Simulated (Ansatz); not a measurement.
**Zr3MoF: one candidate of a structure search**

Aim: relax a trial structure of Zr3MoF and see where it ends.

Computed with Ansatz 0.2.0 (DFT PBE, scalar-relativistic, plane waves, PAW, unless a step's input says otherwise).

## Step 1: The structure to begin with

Symmetry: Pm-3m, No. 221, cubic system. Conventional cell: a = 4.470 Å, b = 4.470 Å, c = 4.470 Å, α = 90.00°, β = 90.00°, γ = 90.00°. Zr (site symmetry 4/mmm) is surrounded by 2 Mo at 2.23 Å and 8 Zr at 3.16 Å and 4 F at 3.16 Å. Mo (site symmetry m-3m) has 6 Zr at 2.23 Å as nearest neighbours. Around F (site symmetry m-3m) lie 12 Zr at 3.16 Å.

Coordinates:

```cif
data_structure
_symmetry_space_group_name_H-M 'P 1'
_symmetry_Int_Tables_number 1
_cell_length_a 4.4700
_cell_length_b 4.4700
_cell_length_c 4.4700
_cell_angle_alpha 90.000
_cell_angle_beta 90.000
_cell_angle_gamma 90.000
_cell_volume 89.31
loop_
_atom_site_label
_atom_site_type_symbol
_atom_site_fract_x
_atom_site_fract_y
_atom_site_fract_z
_atom_site_occupancy
Zr1 Zr 0.50000 0.00000 0.00000 1
Zr2 Zr 0.00000 0.50000 0.00000 1
Zr3 Zr 0.00000 0.00000 0.50000 1
Mo1 Mo 0.00000 0.00000 0.00000 1
F1 F 0.50000 0.50000 0.50000 1
```

The cell is invented: species swapped into a database cell of RbCaBr3 (Pm-3m, No. 221), with F on the Rb sites, Mo on the Ca sites and Zr on the Br sites. Lengths come from tabulated atomic sizes and are only a guess.

## Step 2: A first look at the guess

Input file input.yaml:

```yaml
crystal:
  lattice:
    - [4.46997959, 0.0, 0.0]
    - [0.0, 4.46997959, 0.0]
    - [0.0, 0.0, 4.46997959]
  atoms:
    - { symbol: Zr, position: [0.5, 0.0, 0.0] }
    - { symbol: Zr, position: [0.0, 0.5, 0.0] }
    - { symbol: Zr, position: [0.0, 0.0, 0.5] }
    - { symbol: Mo, position: [0.0, 0.0, 0.0], spin: 1.0 }
    - { symbol: F, position: [0.5, 0.5, 0.5] }
basis:
  ecutwfc: 420
kpoints:
  mp_grid: { grid: [4, 4, 4] }
hamiltonian:
  xc: pbe
scf:
  occupations: { method: gaussian, width: 0.1 }
  lower_state_search: "off"
output:
  forces: true
  stress: true
  eigenvalues: true
  populations: true
magnetization:
  spin_polarized: true
```

Started as:

```
$ ansatz run input.yaml --threads 1 --pin off --max-ram 2048MiB --backend cpu --events-out ev --progress --plain --runs-dir out
```

Further runs follow: a loose first relaxation; relaxation on the finer mesh.

Q: Predict the outcome of this session. Wanted: conventional cell; volume; energy over the elements; gap on the mesh.

The runs gave:

| quantity | value |
| --- | --- |
| symmetry at the end (tolerance 0.05 Å) | space group Pm-3m (No. 221) |
| conventional cell | a = 5.064 Å, b = 5.064 Å, c = 5.064 Å, α = 90.00°, β = 90.00°, γ = 90.00° |
| volume | 25.98 Å³/atom |
| energy over the elements (uncorrected; H, N, O, F and Cl as molecules) | +0.59 eV/atom |
| gap on the mesh | none (metal) |

In words: The space group Pm-3m (No. 221) is kept, and the volume per atom grows by 45.4 % from the first guess. With a positive formation energy it can't be a ground state. No finished test with a distortion of lower symmetry is shown, so the end may be a saddle point. A spin-polarised run here lost its starting moments, which speaks against magnetism, though one start doesn't rule it out. Other magnetic orders were not searched.
